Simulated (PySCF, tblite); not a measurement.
# C₄H₆F₂O₂Si: geometry, infrared bands and NMR shifts

Wanted: the infrared bands and NMR shifts of C₄H₆F₂O₂Si (`COC1=C[C@@H](F)[Si@@H](F)O1`), by calculation.

The runs use tblite 0.8.0 and PySCF 2.14.0, with density-fitted response routines of our own; the level of theory stands in each step. All values are computed, except where a source is named. Atoms are numbered from 0 throughout.

## Step 1: The starting structure

15 atoms, charge 0, multiplicity 1; geometry from: force field or distance geometry start.

Bonds of the start (Å): C0–O1 1.41, O1–C2 1.39, C2–C3 1.33, C3–C4 1.50, C4–F5 1.36, C4–Si6 1.89, Si6–F7 1.60, Si6–O8 1.68, O8–C2 1.40, C0–H9 1.11, C0–H10 1.10, C0–H11 1.09, C3–H12 1.09, C4–H13 1.09, Si6–H14 1.49.

## Step 2: Relaxing the molecule with GFN2-xTB

Job settings and geometry (Å):

```
{"job": {"kind": "relax", "xc": "GFN2-xTB", "basis": "xTB"}, "charge": 0, "multiplicity": 1}
C     -2.652800     0.376700     0.141200
O     -1.747200    -0.658300     0.442300
C     -0.420400    -0.325500     0.215300
C      0.534700    -1.246200     0.304300
C      1.937400    -0.785400     0.047600
F      2.471100    -1.447400    -1.019800
Si     1.609500     1.026600    -0.373000
F      1.925900     1.374300    -1.897300
O     -0.057300     0.983300    -0.133900
H     -3.676200     0.003700     0.333700
H     -2.596800     0.659600    -0.915900
H     -2.501500     1.246500     0.788500
H      0.324400    -2.283600     0.576700
H      2.587800    -0.916000     0.910300
H      2.257000     1.999800     0.558200
```

On the command line:

```bash
> OMP_NUM_THREADS=1 python probes_run.py task.json out
```

One launch serves the whole session: the jobs run in the order shown.

**Question.** This job is followed by: GFN2-xTB harmonic vibrations, gas phase; GIAO PBE0/pcSseg-1 NMR shielding, non-relativistic, gas phase. What will the session give for the following? strongest single infrared mode (GFN2-xTB); zero-point energy (GFN2-xTB); ¹³C shifts against TMS (PBE0/pcSseg-1); ¹H shifts against TMS (PBE0/pcSseg-1, means over atoms taken as alike); ¹⁷O shifts against H2O (PBE0/pcSseg-1); ¹⁹F shifts against CFCl3 (PBE0/pcSseg-1); ²⁹Si shifts against TMS (PBE0/pcSseg-1); surface potential, 1st and 99th percentile.

The runs gave:

| quantity | value |
| --- | --- |
| strongest single infrared mode (GFN2-xTB) | 1260 cm⁻¹, 339 km/mol |
| zero-point energy (GFN2-xTB) | 61.5 kcal/mol |
| ¹³C shifts against TMS (PBE0/pcSseg-1) | 171.0, 89.1, 80.8, 55.7 ppm |
| ¹H shifts against TMS (PBE0/pcSseg-1, means over atoms taken as alike) | 5.42, 4.94, 4.77, 3.91 ppm |
| ¹⁷O shifts against H2O (PBE0/pcSseg-1) | 142.1, 105.6 ppm |
| ¹⁹F shifts against CFCl3 (PBE0/pcSseg-1) | -172.1, -232.2 ppm |
| ²⁹Si shifts against TMS (PBE0/pcSseg-1) | -13.2 ppm |
| surface potential, 1st and 99th percentile | -1.27 V and 1.77 V |

What this shows: The optimisation took 50 steps and gained 0.267 eV; among the close pairs (by a distance rule), Si6–H14 changed most, from 1.494 to 1.442 Å. No mode is imaginary among the 39: a minimum at this level. The strongest single mode, at 1260 cm⁻¹, moves mainly C2. Unscaled tight-binding wavenumbers are off by several per cent, some by more. Its intensities can rank the bands wrongly. The most deshielded carbon is C2 (alkene carbon bearing oxygen), at 171.0 ppm: an sp2 carbon further deshielded by the attached heteroatom. The most deshielded hydrogen is H13 (hydrogen on an allylic sp3 CH bonded to F and Si), at 5.42 ppm: its carbon carries F, which withdraws density.
